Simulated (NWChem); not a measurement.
**doublet C2H5BO+ at 6 levels**

Wanted: a comparison of 6 runs (UHF/3-21G, UPBE/def2-SVP, UB3LYP/6-31G*, UB3LYP/def2-SVP, UM06-2X/def2-SVP, UPBE0/def2-SVP) of doublet C2H5BO+. 

The calculation is run with NWChem 7.3.0.

48 further runs of the same task are left out: 48 set aside as unsound or not needed.

## Step 1: Starting point

C2H5BO+: 9 atoms, total charge +1, spin state doublet. SMILES of the parent species: `B1CCO1`. The coordinates come from a PBE0-D4/def2-TZVP relaxation. That shape belongs to the parent species and isn't relaxed for this state.

Bond lengths: B1–C2 1.580 Å, C2–C3 1.533 Å, B1–O4 1.364 Å, C3–O4 1.455 Å, B1–H5 1.195 Å, C2–H6 1.091 Å, C2–H7 1.091 Å, C3–H8 1.092 Å, C3–H9 1.092 Å. Some angles: B1–C2–C3 80.2°, C2–B1–O4 95.4°, C2–C3–O4 93.7°, B1–O4–C3 90.7°, B1–C2–H6 117.4°, B1–C2–H7 117.4°, C3–C2–H6 115.4°, C3–C2–H7 115.4°, C2–B1–H5 139.9°, O4–B1–H5 124.7°.

## Step 2: The energy at UHF/3-21G (run 1)

Input file c2h5bo.nw:

```
START c2h5bo
memory total 2200 mb
charge 1

GEOMETRY noautosym nocenter noautoz
B    -0.402600    0.301700   -1.082000
C     0.506000    0.617000    0.171000
C    -0.098600   -0.719600    0.617700
O    -0.884800   -0.878500   -0.596200
H    -0.697000    0.772800   -2.139500
H     0.236300    1.479000    0.782200
H     1.586200    0.614100    0.021000
H    -0.757600   -0.681300    1.487200
H     0.600600   -1.551500    0.721500
END

BASIS spherical bse
* library 3-21G
END

SCF
nopen 1
uhf
thresh 1e-08
maxiter 80
print medium
END

TASK scf
```

Run with:

```console
$ nwchem c2h5bo.nw > c2h5bo.out
```

The program printed:

```text
[...]
  functions       =    46
[...]
  wavefunction    = UHF
[...]
         Total SCF energy =   -176.817525593707
      One electron energy =   -452.988209512264
      Two electron energy =    164.457668259654
 Nuclear repulsion energy =    111.713015658904
                       Sz =      0.5000
                 Sz(Sz+1) =      0.7500
                      S^2 =      0.7653
[...]
```

Wall time 3.9 s (1 thread of Intel Xeon Platinum 8488C (Sapphire Rapids), shared host); peak memory 0.098 GiB.

## Step 3: The energy at UPBE/def2-SVP (run 2)

Input file run.py:

```python
from ase import Atoms
from ase.calculators.nwchem import NWChem

system = Atoms('BCCOHHHHH', positions=[
    [-0.402600, 0.301700, -1.082000],
    [0.506000, 0.617000, 0.171000],
    [-0.098600, -0.719600, 0.617700],
    [-0.884800, -0.878500, -0.596200],
    [-0.697000, 0.772800, -2.139500],
    [0.236300, 1.479000, 0.782200],
    [1.586200, 0.614100, 0.021000],
    [-0.757600, -0.681300, 1.487200],
    [0.600600, -1.551500, 0.721500],
])

calc = NWChem(
    label='mymol',
    theory='dft',
    memory='2200 mb',
    basis='def2-SVP',
    basispar='spherical bse',
    charge=1,
    dft={'xc': 'xpbe96 cpbe96', 'mult': '2', 'grid': 'xfine', 'convergence': 'energy 1e-08', 'iterations': '100', 'mulliken': None, 'print': 'low'},
    task='energy',
)
system.calc = calc

print(f"energy = {system.get_potential_energy():.6f} eV")
```

Run with:

```console
$ export ASE_NWCHEM_COMMAND="nwchem PREFIX.nwi > PREFIX.nwo"
$ python run.py
```

The program printed:

```text
energy = -4858.626049 eV
```

The calculator wrote mymol.nwi:

```
title "mymol"

permanent_dir mymol

scratch_dir mymol

start mymol

geometry units angstrom nocenter noautosym noautoz
  B  -4.0260000000000001e-01 3.0170000000000002e-01 -1.0820000000000001e+00
  C  5.0600000000000001e-01 6.1699999999999999e-01 1.7100000000000001e-01
  C  -9.8599999999999993e-02 -7.1960000000000002e-01 6.1770000000000003e-01
  O  -8.8480000000000003e-01 -8.7849999999999995e-01 -5.9619999999999995e-01
  H  -6.9699999999999995e-01 7.7280000000000004e-01 -2.1395000000000000e+00
  H  2.3630000000000001e-01 1.4790000000000001e+00 7.8220000000000001e-01
  H  1.5862000000000001e+00 6.1409999999999998e-01 2.1000000000000001e-02
  H  -7.5760000000000005e-01 -6.8130000000000002e-01 1.4872000000000001e+00
  H  6.0060000000000002e-01 -1.5515000000000001e+00 7.2150000000000003e-01
end

charge 1

memory 2200 mb

basis spherical bse noprint
   * library def2-SVP
end

dft
  xc xpbe96 cpbe96
  mult 2
  grid xfine
  convergence energy 1e-08
  iterations 100
  mulliken
  print low
end

task dft energy
```

mymol.nwo:

```text
Northwest Computational Chemistry Package (NWChem) 7.3.0
             --------------------------------------------------------

           Job information
           ---------------

    nwchem branch   = 7.3.0
    use scalapack   = T
    input           = mymol.nwi
    prefix          = mymol.
    data base       = mymol/mymol.db
    status          = startup
    nproc           =        1

           Memory information
           ------------------

    heap     =     72089594 doubles =      550.0 Mbytes
    stack    =     72089599 doubles =      550.0 Mbytes
    global   =    144179200 doubles =     1100.0 Mbytes (distinct from heap & stack)
    total    =    288358393 doubles =     2200.0 Mbytes
    verify   = yes
    hardfail = no

           Directory information
           ---------------------

  0 permanent = mymol
  0 scratch   = mymol

                                NWChem Input Module
                                -------------------

                                       mymol
                                       -----

[... 26 lines left out ...]
            Nuclear Dipole moment (a.u.)
[... 93 lines left out ...]
   convergence    iter        energy       DeltaE   RMS-Dens  Diis-err    time
[... 13 lines left out ...]
         Total DFT energy =     -178.551215445131
      One electron energy =     -454.881565062002
           Coulomb energy =      189.398891049938
    Exchange-Corr. energy =      -24.781557091969
 Nuclear repulsion energy =      111.713015658904
[... 29 lines left out ...]
     -------------------------------------------
      Total Density - Lowdin Population Analysis
     -------------------------------------------

    Atom       Charge   Shell Charges
 -----------   ------   -------------------------------------------------------
    1 B    5     4.89   1.96  0.56  0.25  1.33  0.52  0.27
    2 C    6     5.92   1.96  0.60  0.30  1.87  1.12  0.06
    3 C    6     5.82   1.96  0.60  0.29  1.83  1.00  0.13
[... 5 lines of this table left out ...]
    9 H    1     0.92   0.63  0.22  0.07

     ------------------------------------------
      Spin Density - Lowdin Population Analysis
     ------------------------------------------

    Atom       Charge   Shell Charges
 -----------   ------   -------------------------------------------------------
    1 B    5     0.24  -0.00 -0.00 -0.01  0.18  0.02  0.04
    2 C    6     0.35   0.00  0.01 -0.00  0.26  0.08  0.00
    3 C    6     0.06   0.00  0.00 -0.00  0.05  0.01  0.01
[... 5 lines of this table left out ...]
    9 H    1     0.02   0.01  0.00  0.00

     --------------------------
     Expectation value of S2:
     --------------------------
      <S2> =      0.7522 (Exact =     0.7500)

 Task  times  cpu:      190.8s     wall:      190.8s
 Total times  cpu:      190.8s     wall:      190.8s
```

It took 3.2 min on 1 thread of Intel Xeon Platinum 8488C (Sapphire Rapids), shared host; peak memory 0.14 GiB.

Runs 3 to 4 aren't shown in full; the table further down has their settings and results.

## Step 4: The energy at UM06-2X/def2-SVP (run 5)

Input file work.nw:

```
start work
title "C2H5BO M06-2X"
memory stack 880 mb heap 220 mb global 1100 mb
charge 1

geometry units angstrom noautosym nocenter noautoz
   B       -0.402600       0.301700      -1.082000
   C        0.506000       0.617000       0.171000
   C       -0.098600      -0.719600       0.617700
   O       -0.884800      -0.878500      -0.596200
   H       -0.697000       0.772800      -2.139500
   H        0.236300       1.479000       0.782200
   H        1.586200       0.614100       0.021000
   H       -0.757600      -0.681300       1.487200
   H        0.600600      -1.551500       0.721500
end

basis "ao basis" spherical bse
   B library def2-SVP
   C library def2-SVP
   O library def2-SVP
   H library def2-SVP
end

dft
   xc m06-2x
   mult 2
   grid xfine
   convergence energy 1e-08
   iterations 100
   mulliken
end

task dft energy
```

Run with:

```console
$ nwchem work.nw > work.out
```

The program printed:

```text
[...]
          Wavefunction type:  spin polarized.
          No. of atoms     :     9
          No. of electrons :    29
[...]
          Charge           :     1
          Spin multiplicity:     2
[...]
          AO basis - number of functions:    81
[...]
              XC Information
              --------------
                       M06-2X Method XC Functional
                     Hartree-Fock (Exact) Exchange  0.540
                        M06-2X Exchange Functional  1.000
                      M06-2X Correlation Potential  1.000
[...]
 d= 0,ls=0.0,diis     1   -178.4928709910 -2.90D+02  9.80D-03  4.07D-01     7.3
[...]
 d= 0,ls=0.0,diis    15   -178.6837342981 -8.09D-09  5.33D-07  1.89D-10   113.5
[...]
         Total DFT energy =     -178.683734298104
      One electron energy =     -454.809313215162
           Coulomb energy =      189.343287607456
    Exchange-Corr. energy =      -24.930724349301
 Nuclear repulsion energy =      111.713015658904
[...]
      Total Density - Mulliken Population Analysis
     ---------------------------------------------
    Atom       Charge   Shell Charges
 -----------   ------   -------------------------------------------------------
    1 B    5     4.73   1.99  0.90  0.11  1.44  0.16  0.13
    2 C    6     6.13   1.99  0.93  0.28  2.07  0.84  0.02
    3 C    6     5.87   1.99  0.92  0.21  2.02  0.67  0.06
    4 O    8     8.14   1.99  1.11  0.67  2.82  1.54  0.02
    5 H    1     0.83   0.68  0.13  0.02
    6 H    1     0.81   0.70  0.08  0.03
    7 H    1     0.81   0.70  0.08  0.03
    8 H    1     0.84   0.72  0.09  0.02
    9 H    1     0.84   0.72  0.09  0.02
[...]
      <S2> =      0.7550 (Exact =     0.7500)
[...]
```

It took 1.9 min on 1 thread of Intel Xeon Platinum 8488C (Sapphire Rapids), shared host; peak memory 0.14 GiB.

## Step 5: The energy at UPBE0/def2-SVP (run 6)

Input file c2h5bo.nw:

```
start c2h5bo
memory stack 880 mb heap 220 mb global 1100 mb
charge 1

geometry noautosym nocenter noautoz
  B     -0.402600     0.301700    -1.082000
  C      0.506000     0.617000     0.171000
  C     -0.098600    -0.719600     0.617700
  O     -0.884800    -0.878500    -0.596200
  H     -0.697000     0.772800    -2.139500
  H      0.236300     1.479000     0.782200
  H      1.586200     0.614100     0.021000
  H     -0.757600    -0.681300     1.487200
  H      0.600600    -1.551500     0.721500
end

basis spherical bse
  * library def2-SVP
end

dft
  xc pbe0
  mult 2
  grid xfine
  convergence energy 1e-08
  iterations 100
  mulliken
  noprint "final vectors analysis"
end

task dft energy
```

Run with:

```console
$ nwchem c2h5bo.nw > c2h5bo.out
```

The program printed:

```text
[...]
          Wavefunction type:  spin polarized.
          No. of atoms     :     9
          No. of electrons :    29
[...]
          Charge           :     1
          Spin multiplicity:     2
[...]
          AO basis - number of functions:    81
[...]
              XC Information
              --------------
                         PBE0 Method XC Functional
                     Hartree-Fock (Exact) Exchange  0.250
          PerdewBurkeErnzerhof Exchange Functional  0.750
            Perdew 1991 LDA Correlation Functional  1.000 local
           PerdewBurkeErnz. Correlation Functional  1.000 non-local
[...]
 d= 0,ls=0.0,diis     1   -178.3677168317 -2.90D+02  1.22D-02  4.25D-01     5.5
[...]
 d= 0,ls=0.0,diis    14   -178.5619856141 -4.13D-09  3.79D-07  4.80D-10    72.8
[...]
         Total DFT energy =     -178.561985614076
      One electron energy =     -454.858450564933
           Coulomb energy =      189.387381961256
    Exchange-Corr. energy =      -24.803932669302
 Nuclear repulsion energy =      111.713015658904
[...]
      Total Density - Mulliken Population Analysis
     ---------------------------------------------
    Atom       Charge   Shell Charges
 -----------   ------   -------------------------------------------------------
    1 B    5     4.76   1.99  0.91  0.11  1.46  0.16  0.13
    2 C    6     6.13   1.99  0.94  0.27  2.08  0.83  0.02
    3 C    6     5.87   1.99  0.94  0.19  2.03  0.67  0.06
    4 O    8     8.11   1.99  1.12  0.66  2.81  1.51  0.02
    5 H    1     0.83   0.68  0.13  0.02
    6 H    1     0.81   0.70  0.08  0.03
    7 H    1     0.81   0.70  0.08  0.03
    8 H    1     0.84   0.72  0.10  0.02
    9 H    1     0.84   0.72  0.10  0.02
[...]
      <S2> =      0.7550 (Exact =     0.7500)
[...]
```

Wall time 74 s (1 thread of Intel Xeon Platinum 8488C (Sapphire Rapids), shared host); peak memory 0.14 GiB.

## Step 6: The series

| run | level | iteration cap | module | energy (Eh) | HOMO energy (eV) | LUMO energy (eV) | ⟨S²⟩ | wall time |
| --- | --- | --- | --- | --- | --- | --- | --- | --- |
| 1 | UHF/3-21G | 80 | scf | -176.817526 | -19.53 | -9.40 | 0.765 | 3.9 s |
| 2 | UPBE/def2-SVP | 100 | dft | -178.551215 | – | – | 0.752 | 3.2 min |
| 3 | UB3LYP/6-31G* (spherical functions) | 100 | dft | -178.912294 | -15.57 | -13.35 | 0.754 | 61 s |
| 4 | UB3LYP/def2-SVP | 100 | dft | -178.778011 | -15.67 | -13.45 | 0.754 | 73 s |
| 5 | UM06-2X/def2-SVP | 100 | dft | -178.683734 | -17.33 | -12.38 | 0.755 | 1.9 min |
| 6 | UPBE0/def2-SVP | 100 | dft | -178.561986 | – | – | 0.755 | 74 s |

## Step 7: Summary of results

| quantity | value |
| --- | --- |
| run 6: total energy | -178.56199 Eh |
| run 6: ⟨S²⟩ | 0.755 |

In words: Totals of different functionals can't be ranked against each other. All runs together took 8.6 min, the longest 3.2 min.
